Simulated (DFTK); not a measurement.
HfB in DFTK: convergence with tol

Crystal: HfB.

```
CELL_PARAMETERS angstrom
3.26683 0.00000 0.00000
1.63342 2.82916 0.00000
1.63342 0.94305 2.66736
ATOMIC_POSITIONS crystal
Hf 0.50000 0.50000 0.50000
B 0.00000 0.00000 0.00000
```

- Program: DFTK 0.8.2
- Task: convergence study
- Functional: r2SCAN
- Potentials or basis: in-house norm-conserving set (r2SCAN, scalar relativistic)
- Cutoff: 1225 eV
- k mesh: 4 × 4 × 4
- Occupations: fermi-dirac, width 0.15 eV
- Spin: no spin polarisation

These are the settings of the first run; the series varies tol, with any setting tied to it.

Hardware: 1 thread of Intel(R) Xeon(R) Platinum 8175M CPU @ 2.50GHz (Skylake/Cascade Lake), on a shared host.

| tol | energy less the tightest run, at zero smearing (meV/atom) | pressure (GPa) | SCF cycles |
| --- | --- | --- | --- |
| 0.1 | 81.31 | 30.59 | 2 |
| 0.01 | 0.28 | 27.92 | 4 |
| 0.001 | 0.00 | 31.67 | 6 |
| 0.0001 | 0.00 | 31.21 | 8 |
| 1e-05 | 0.00 | 31.24 | 10 |
| 1e-06 | 0.00 | 31.24 | 11 |
| 1e-08 | 0.00 | 31.23 | 16 |

Against the tightest run, the energy stays within 1 meV/atom from 0.01 on; the pressure stays within 0.1 GPa from 0.0001 on. The tightest run that finished is the yardstick and may itself not be fully converged.

Caveat, for the tightest run too: the k mesh is coarse (spacing up to 0.59 Å⁻¹), so the values aren't converged; a pressure of tens of GPa on the cell as given is suspect, and the run, the potentials or the cell itself is likely at fault. Spin-orbit coupling is left out, which matters for the levels of Hf.
